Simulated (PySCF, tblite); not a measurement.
# C₇H₁₀O₂Si: geometry, infrared bands and NMR shifts

Aim: predict the infrared bands and NMR shifts of C₇H₁₀O₂Si (`O=C(O)C1([C@H]2C=C[SiH2]2)CC1`).

Programs: tblite 0.8.0 and PySCF 2.14.0, with density-fitted response routines of our own. Each step states its level of theory. These are calculated values for one molecule in the gas phase, unless marked as measured. Atoms are numbered from 0 throughout.

### 1 Starting geometry

20 atoms, charge 0, multiplicity 1; geometry from: force field or distance geometry start.

Bonds of the start (Å): O0–C1 1.21, C1–O2 1.34, C1–C3 1.50, C3–C4 1.53, C4–C5 1.55, C5–C6 1.35, C6–Si7 1.85, C3–C8 1.54, C8–C9 1.50, C9–C3 1.55, Si7–C4 1.91, O2–H10 0.99, C4–H11 1.10, C5–H12 1.11, C6–H13 1.09, Si7–H14 1.49, Si7–H15 1.49, C8–H16 1.09, C8–H17 1.08, C9–H18 1.09, C9–H19 1.09.

### 2 Relaxing the molecule with GFN2-xTB

The job: settings as JSON, then the geometry in Å.

```
{"job": {"kind": "relax", "xc": "GFN2-xTB", "basis": "xTB"}, "charge": 0, "multiplicity": 1}
O     -2.055400     0.964800    -1.423400
C     -1.506900     1.246600    -0.386000
O     -1.633800     2.436000     0.225200
C     -0.560300     0.325600     0.330300
C      0.874400     0.335100    -0.213100
C      1.857400    -0.723000     0.338000
C      2.228800    -1.378400    -0.785700
Si     1.112200    -0.447900    -1.936200
C     -1.177600    -0.952400     0.930800
C     -0.783300     0.160600     1.853100
H     -2.276800     2.918500    -0.354000
H      1.264900     1.359000    -0.198700
H      2.199400    -0.862300     1.381300
H      2.922500    -2.204700    -0.952900
H      1.847700     0.379500    -2.926700
H      0.004900    -1.314800    -2.432500
H     -2.241600    -1.117300     0.774200
H     -0.603100    -1.869600     0.952100
H     -1.566500     0.743400     2.327600
H      0.088100     0.011700     2.493600
```

Started as:

```bash
$ OMP_NUM_THREADS=1 python probes_run.py task.json out
```

The driver reads the jobs from task.json and runs them one after another.

**Question.** This job is followed by: GFN2-xTB harmonic vibrations, gas phase; GIAO PBE0/pcSseg-1 NMR shielding, non-relativistic, gas phase. Predict these results of the whole session: strongest single infrared mode (GFN2-xTB); zero-point energy (GFN2-xTB); 13C shifts against TMS (PBE0/pcSseg-1); 1H shifts against TMS (PBE0/pcSseg-1); 17O shifts against H2O (PBE0/pcSseg-1); 29Si shifts against TMS (PBE0/pcSseg-1).

As calculated:

| quantity | value |
| --- | --- |
| strongest single infrared mode (GFN2-xTB) | 1730 cm⁻¹, 475 km/mol |
| zero-point energy (GFN2-xTB) | 93.6 kcal/mol |
| 13C shifts against TMS (PBE0/pcSseg-1) | 185.3, 158.0, 154.1, 40.6, 26.1, 18.7, 15.8 ppm |
| 1H shifts against TMS (PBE0/pcSseg-1) | 6.84, 6.48, 5.93, 5.13, 4.76, 2.78, 1.71, 1.23, 1.10, 0.90 ppm |
| 17O shifts against H2O (PBE0/pcSseg-1) | 426.9, 194.6 ppm |
| 29Si shifts against TMS (PBE0/pcSseg-1) | -41.2 ppm |

**Reading.** Relaxing lowered the energy by 0.536 eV in 145 steps; the close pair that moved most is C6–Si7, from 1.854 to 1.903 Å. No mode is imaginary among the 54: a minimum at this level. The strongest single mode, at 1730 cm⁻¹, moves mainly C1 and O0. Unscaled tight-binding wavenumbers are off by several per cent, some by more. Its intensities can rank the bands wrongly. At PBE0/pcSseg-1: The widest tensor belongs to O0: span 631 ppm, with a paramagnetic part of -496 ppm.
